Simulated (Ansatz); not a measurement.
What does this script print? It uses Ansatz 0.2.0 through its Python package.

Script `c2h6ssi.py`:
```python
import warnings

import ansatz as az
from ase import Atoms

BASIS_SET = '6-31G*'
FUNCTIONAL = 'CAM-B3LYP'
FMAX = 0.02

warnings.simplefilter('ignore', az.DeckWarning)

atoms = Atoms(['Si', 'C', 'C', 'S', 'H', 'H', 'H', 'H', 'H', 'H'], positions=[
    [-0.917, 0.9554, 0.3033],
    [-0.0615, -0.3815, -0.5853],
    [1.1995, -0.882, -0.0249],
    [-0.047, -1.9384, 0.1235],
    [-0.4664, 2.3009, -0.2241],
    [-0.7312, 0.9785, 1.7571],
    [-2.3971, 0.9347, 0.0258],
    [-0.1216, -0.3378, -1.6681],
    [2.012, -1.1871, -0.6549],
    [1.6135, -0.4938, 0.9506],
])

first = (
    az.Crystal.molecule_from_ase(atoms).calculation()
    .basis(gaussian=BASIS_SET)
    .functional(FUNCTIONAL)
    .scf(lower_state_search='off')
    .relax(force_tolerance=FMAX, max_steps=80)
)
atoms.positions = first.run(threads=1, backend='cpu').report['positions_ang']

start = atoms.get_dihedral(2, 1, 0, 4)
energies = {}
for turn in range(0, 121, 15):
    turned = atoms.copy()
    turned.set_dihedral(2, 1, 0, 4, start + turn, indices=[0, 4, 5, 6])
    job = (
        az.Crystal.molecule_from_ase(turned).calculation()
        .basis(gaussian=BASIS_SET)
        .functional(FUNCTIONAL)
        .scf(lower_state_search='off')
    )
    energies[round((start + turn) % 360)] = job.run(threads=1, backend='cpu').report['free_energy_ev']
floor = min(energies.values())
print('dihedral C2-C1-Si0-H4 (deg)   E - E(min) (kJ/mol)')
for angle, e in sorted(energies.items()):
    print(f'{angle:8d} {96.485332 * (e - floor):14.3f}  ' + '#' * int(30 * (e - floor) / max(max(energies.values()) - floor, 1e-9)))
```

Output of `python c2h6ssi.py`:
```text
dihedral C2-C1-Si0-H4 (deg)   E - E(min) (kJ/mol)
      94          0.000
     109          1.503  ####
     124          5.126  ##############
     139          8.820  #########################
     154         10.431  ##############################
     169          9.001  #########################
     184          5.449  ###############
     199          1.942  #####
     214          0.511  #
```

Caveats:
- These settings explore the input space; basis and method may be short of convergence.
- The scan is rigid and the energies are electronic, in a modest basis. With rigid groups the curve can differ much from the relaxed path, the start wasn't checked as a minimum of this torsion, and equivalent turns needn't return to the same energy.
- By the engine's processor time: 30 s on 1 thread of Intel(R) Xeon(R) Processor @ 2.30GHz, with other jobs on the host, peak memory 0.28 GiB.
